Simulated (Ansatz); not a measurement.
# W (Tungsten): how the settings move a relaxation

Question: which choices in the input matter for W (Tungsten)?

Computed with Ansatz 0.2.0 (reference: DFT, LDA, all-electron LAPW, scalar-relativistic, unless a step's input says otherwise).

## (1) The starting structure

The structure is cubic, space group Im-3m (No. 229). The conventional cell has a = 3.165 Å, b = 3.165 Å, c = 3.165 Å, α = 90.00°, β = 90.00°, γ = 90.00°. W (site symmetry m-3m) has 8 W at 2.74 Å as nearest neighbours.

Coordinates:

```cif
data_structure
_symmetry_space_group_name_H-M 'Im-3m'
_symmetry_Int_Tables_number 229
_cell_length_a 3.1647
_cell_length_b 3.1647
_cell_length_c 3.1647
_cell_angle_alpha 90.000
_cell_angle_beta 90.000
_cell_angle_gamma 90.000
_cell_volume 31.70
loop_
_atom_site_label
_atom_site_type_symbol
_atom_site_symmetry_multiplicity
_atom_site_Wyckoff_symbol
_atom_site_fract_x
_atom_site_fract_y
_atom_site_fract_z
_atom_site_occupancy
W1 W 2 a 0.00000 0.00000 0.00000 1
```

## (2) Baseline

Input file input.yaml:

```yaml
crystal:
  lattice:
    - [-1.582345, 1.582345, 1.582345]
    - [1.582345, -1.582345, 1.582345]
    - [1.582345, 1.582345, -1.582345]
  atoms:
    - { symbol: W, position: [0.0, 0.0, 0.0] }
kpoints:
  mp_grid: { grid: [15, 15, 15] }
scf:
  occupations: { method: fermi_dirac, width: 0.05 }
hamiltonian:
  xc: lda
  pseudopotentials: { kind: all_electron, lapw: { basis_error: 0.001 } }
output:
  forces: true
  stress: true
relax:
  f_tol: 0.005
  max_steps: 80
  cell: {}
```

On the command line:

```
ansatz run input.yaml --threads 1 --pin off --max-ram 2048MiB --backend cpu --events-out ev --progress --plain --runs-dir out
```

## (3) Changing settings: f_tol 0.02, max_displacement 0.5

Changes to input.yaml since step 2:

```diff
@@ -18,4 +18,5 @@
 relax:
-  f_tol: 0.005
+  f_tol: 0.02
   max_steps: 80
   cell: {}
+  max_displacement: 0.5
```

**Question.** What will these runs give? Wanted: for each run, ending; energy change; pressure; gap; force.

As calculated:

| run | ending | energy change | pressure (GPa) | gap (eV) | force (eV/Å) | cycles | time |
| --- | --- | --- | --- | --- | --- | --- | --- |
| reference | converged | 0 | 0.0 | 0.00 | 0.00 | 24 | 55 s |
| 1: f_tol 0.02, max_displacement 0.5 | converged | 0.0 meV/atom | 0.0 | 0.00 | 0.00 | 24 | 56 s |

**Reading.** Energy and cycle count are those of the reference, so the change (convergence setting and walk settings) left the result and the number of cycles as they were.
